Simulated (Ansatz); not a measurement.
Molecular dynamics of Mg8HO8, charge +1

Input file:

```yaml
accuracy: low
crystal:
  lattice:
    - [0.0, 3.983, 3.983]
    - [3.983, 0.0, 3.983]
    - [3.983, 3.983, 0.0]
  atoms:
    - { symbol: Mg, position: [-0.03016754, 0.06511191, -0.06952095] }
    - { symbol: O, position: [0.24685243, 0.23811514, 0.23652917] }
    - { symbol: Mg, position: [-0.05543523, 0.02205137, 0.52406707] }
    - { symbol: O, position: [0.23599905, 0.25850371, 0.72025112] }
    - { symbol: Mg, position: [-0.00470756, 0.49235203, -0.01605447] }
    - { symbol: O, position: [0.2573997, 0.76294347, 0.21856121] }
    - { symbol: Mg, position: [-0.01615605, 0.5045988, 0.4744671] }
    - { symbol: O, position: [0.25162544, 0.74821088, 0.71242608] }
    - { symbol: Mg, position: [0.47225051, 0.03200013, -0.04836216] }
    - { symbol: O, position: [0.72983984, 0.23817307, 0.24619589] }
    - { symbol: Mg, position: [0.51056834, -0.03295436, 0.44815048] }
    - { symbol: O, position: [0.69901044, 0.26736345, 0.73131622] }
    - { symbol: Mg, position: [0.47164757, 0.51285129, -0.01156456] }
    - { symbol: O, position: [0.76199735, 0.77142936, 0.20655735] }
    - { symbol: Mg, position: [0.4862708, 0.50213914, 0.46697517] }
    - { symbol: O, position: [0.73817749, 0.73731013, 0.74906116] }
    - { symbol: H, position: [1.06443274, 0.92207675, 0.2349071] }
total_charge: 1
basis:
  ecutwfc: 420.0
kpoints:
  mp_grid: { grid: [2, 2, 2] }
hamiltonian:
  xc: pbesol
scf:
  occupations: { method: fermi_dirac, width: 0.02 }
  lower_state_search: "off"
md:
  timestep: 0.5
  n_steps: 300
  ensemble: nvt_nose_hoover
  temperature: 1680.0
  initial_velocities: maxwell_boltzmann
  seed: 417202
  nose_hoover: { tau: 50.0, chain_length: 3 }
```

Launched with:

```bash
$ ansatz run input.yaml --threads 1 --pin off --max-ram 3072MiB --backend cpu --events-out ev --progress --plain --runs-dir out
```

It goes on from the last frame of an earlier run, with new velocities.

Output, in part (step lines):

```
md step     0: t =     0.00 fs  T =  1680.0 K  F+E_penalty+E_count = -19828.46136094 eV  E_kin = 3.474509 eV  conserved = -19824.98685217 eV  (9 SCF iters)
md step     1: t =     0.50 fs  T =  1685.1 K  F+E_penalty+E_count = -19828.47150139 eV  E_kin = 3.485003 eV  conserved = -19824.98649776 eV  (7 SCF iters)
md step     2: t =     1.00 fs  T =  1686.2 K  F+E_penalty+E_count = -19828.47347566 eV  E_kin = 3.487243 eV  conserved = -19824.98622982 eV  (7 SCF iters)
md step     3: t =     1.50 fs  T =  1685.2 K  F+E_penalty+E_count = -19828.47143741 eV  E_kin = 3.485350 eV  conserved = -19824.98608000 eV  (7 SCF iters)
md step     4: t =     2.00 fs  T =  1683.5 K  F+E_penalty+E_count = -19828.46775703 eV  E_kin = 3.481694 eV  conserved = -19824.98604905 eV  (7 SCF iters)
md step     5: t =     2.50 fs  T =  1681.1 K  F+E_penalty+E_count = -19828.46291200 eV  E_kin = 3.476758 eV  conserved = -19824.98613220 eV  (3 SCF iters)
md step     6: t =     3.00 fs  T =  1677.4 K  F+E_penalty+E_count = -19828.45553961 eV  E_kin = 3.469185 eV  conserved = -19824.98632388 eV  (3 SCF iters)
md step     7: t =     3.50 fs  T =  1671.0 K  F+E_penalty+E_count = -19828.44256872 eV  E_kin = 3.455926 eV  conserved = -19824.98660531 eV  (3 SCF iters)
[... lines left out ...]
md step   299: t =   149.50 fs  T =  2003.8 K  F+E_penalty+E_count = -19826.93898438 eV  E_kin = 4.144079 eV  conserved = -19824.98489248 eV  (4 SCF iters)
md step   300: t =   150.00 fs  T =  2028.9 K  F+E_penalty+E_count = -19826.99438310 eV  E_kin = 4.196009 eV  conserved = -19824.98585737 eV  (7 SCF iters)
```

The steps, from the saved trajectory:

```
time (fs)  T (K)  potential energy less start (eV)  conserved less start (meV/atom)
      0.0   1680                             0.000                             0.00
      5.0   1615                             0.135                            -0.02
     10.0   1226                             0.943                             0.04
     15.0    926                             1.578                             0.04
     20.0    941                             1.575                             0.04
     25.0   1221                             1.052                             0.06
     30.0   1537                             0.491                             0.05
     35.0   1578                             0.524                             0.05
     40.0   1460                             0.887                             0.08
     45.0   1617                             0.694                             0.07
     50.0   1836                             0.398                             0.05
     55.0   1862                             0.506                             0.03
     60.0   1622                             1.153                             0.05
     65.0   1277                             1.989                             0.09
     70.0   1189                             2.284                             0.03
     75.0   1231                             2.318                             0.06
     80.0   1381                             2.148                             0.16
     85.0   1780                             1.487                             0.10
     90.0   1986                             1.229                             0.10
     95.0   1854                             1.635                             0.13
    100.0   1816                             1.810                             0.17
    105.0   2120                             1.259                             0.17
    110.0   2367                             0.795                             0.08
    115.0   2140                             1.271                             0.05
    120.0   1595                             2.384                             0.03
    125.0   1373                             2.839                             0.10
    130.0   1564                             2.451                             0.20
    135.0   1846                             1.872                             0.09
    140.0   1931                             1.697                             0.05
    145.0   1913                             1.725                            -0.04
    150.0   2029                             1.467                             0.06
```

All steps were run. The conserved energy stayed within 0.31 meV per atom of its start (net change 0.059 meV per atom), so the integration is sound. A run of 0.15 ps of so small a system gives no equilibrium averages. Limits of this set-up: coarse k mesh, low accuracy level, charged cell in a uniform background, uncorrected.

Mean squared displacements from the first frame to the last, about the centre of mass: Mg 0.03 Å², O 0.03 Å², H 1.99 Å².

Last frame:

```xyz
17
Lattice="0.0000 3.9830 3.9830 3.9830 0.0000 3.9830 3.9830 3.9830 0.0000" Properties=species:S:1:pos:R:3
Mg -0.178 -0.325 0.064
O 1.911 1.852 1.937
Mg 2.148 1.885 -0.230
O 4.037 3.774 1.883
Mg 1.896 -0.121 1.949
O 4.179 1.912 4.226
Mg 3.798 1.807 2.108
O 5.747 3.780 3.914
Mg -0.190 1.780 1.975
O 1.916 3.939 3.787
Mg 1.910 3.827 1.968
O 3.936 5.793 3.910
Mg 1.811 1.920 3.831
O 3.877 3.741 5.945
Mg 3.964 3.758 4.072
O 5.965 5.737 5.845
H 5.143 5.663 9.125
```

The run took 4.2 min on 1 thread of AMD EPYC 9R45 96-Core Processor (Zen 5), on a shared host, peak memory 0.52 GiB.
